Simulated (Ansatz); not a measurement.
# Cl9HSi3Sn: small, medium and large basis sets

An exercise on one series of results from a longer session: the logs are not shown, and one member is left open.

Program: Ansatz 0.2.0, Gaussian basis. Level of theory: one geometry, several basis sets. These are calculated values, not measurements.

Plan: PBE0-D4/def2-SVP; ωB97M-V/def2-SVP; PBE0-D4/def2-QZVPP; ωB97M-V/def2-QZVPP; the functionals' def2-TZVPP values are taken from earlier runs.

1 further run of the same task is left out (for a known fault of the program).

**Structure used throughout**

An earlier PBE0-D4 in a triple-zeta def2 set relaxation fixed the geometry. Sn takes the def2 core potential; no spin-orbit term is included.

SMILES `Cl[Si](Cl)(Cl)[SnH]([Si](Cl)(Cl)Cl)[Si](Cl)(Cl)Cl`, 14 atoms, charge 0, spin multiplicity 1.

Atoms are counted from 1 here; the program's logs count them from 0.

Bond lengths: Cl1–Si2 2.040 Å, Si2–Cl3 2.040 Å, Si2–Cl4 2.038 Å, Si2–Sn5 2.559 Å, Sn5–Si6 2.559 Å, Sn5–Si10 2.559 Å, Sn5–H14 1.702 Å, Si6–Cl7 2.038 Å, Si6–Cl8 2.040 Å, Si6–Cl9 2.040 Å, Si10–Cl11 2.040 Å, Si10–Cl12 2.038 Å, Si10–Cl13 2.040 Å. Angles: Cl1–Si2–Cl3 108.7°, Cl1–Si2–Cl4 108.6°, Cl1–Si2–Sn5 110.7°, Cl3–Si2–Cl4 108.6°, Cl3–Si2–Sn5 110.6°, Cl4–Si2–Sn5 109.6°, Si2–Sn5–Si6 108.0°, Si2–Sn5–Si10 108.0°, Si2–Sn5–H14 110.9°, Si6–Sn5–Si10 108.0°, Si6–Sn5–H14 110.9°, Si10–Sn5–H14 110.9°, Sn5–Si6–Cl7 109.6°, Sn5–Si6–Cl8 110.6°, Sn5–Si6–Cl9 110.7°, Cl7–Si6–Cl8 108.6°, Cl7–Si6–Cl9 108.6°, Cl8–Si6–Cl9 108.7° and more.

The first run:

File in.yaml:

```yaml
crystal:
  periodic: [false, false, false]
  atoms:
    - {symbol: Cl, position_ang: [-0.962293, 2.870973, 2.333776]}
    - {symbol: Si, position_ang: [-0.682506, 0.860666, 2.126428]}
    - {symbol: Cl, position_ang: [0.216277, 0.148451, 3.813896]}
    - {symbol: Cl, position_ang: [-2.504498, -0.032241, 1.934950]}
    - {symbol: Sn, position_ang: [0.743957, 0.356045, 0.062579]}
    - {symbol: Si, position_ang: [-0.514609, 1.208484, -1.996157]}
    - {symbol: Cl, position_ang: [-2.338083, 0.305042, -2.107222]}
    - {symbol: Cl, position_ang: [-0.794605, 3.226308, -1.883630]}
    - {symbol: Cl, position_ang: [0.524535, 0.786947, -3.700592]}
    - {symbol: Si, position_ang: [0.966461, -2.185078, -0.142636]}
    - {symbol: Cl, position_ang: [2.037765, -2.681630, -1.806479]}
    - {symbol: Cl, position_ang: [-0.884780, -3.025063, -0.287588]}
    - {symbol: Cl, position_ang: [1.905565, -2.959927, 1.494517]}
    - {symbol: H, position_ang: [2.274012, 1.091826, 0.186959]}
basis:
  gaussian: {orbitals: def2-SVP}
hamiltonian: {xc: pbe0, dispersion: d4}
output: {orbitals: {seedname: orbitals}}
```

Launch:

```bash
ansatz run in.yaml --threads 11 --pin off --events-out ev --progress --plain --max-ram 174080MiB --backend cpu
```

Steps of the session up to this table: PBE0-D4 in def2-SVP; ωB97M-V in def2-SVP; PBE0-D4 in def2-QZVPP; ωB97M-V in def2-QZVPP.

One table of the session follows, with a row left open; its other results are not shown here.

It belongs to the step «Density functionals: the series». 

| functional | basis | HOMO (eV) | LUMO (eV) |
| --- | --- | --- | --- |
| PBE0-D4 | def2-SVP | -8.20 | -1.39 |
| PBE0-D4 | def2-TZVPP | -8.22 | -1.54 |
| PBE0-D4 | def2-QZVPP | -8.25 | -1.62 |
| ωB97M-V | def2-SVP | -10.04 | 0.46 |
| ωB97M-V | def2-TZVPP | ? | ? |
| ωB97M-V | def2-QZVPP | -10.16 | 0.13 |

Estimate the missing values for ωB97M-V, def2-TZVPP.

As computed: HOMO (eV): -10.12; LUMO (eV): 0.26. In the column «HOMO (eV)» it lies between ωB97M-V, def2-QZVPP (-10.16) and ωB97M-V, def2-SVP (-10.04).
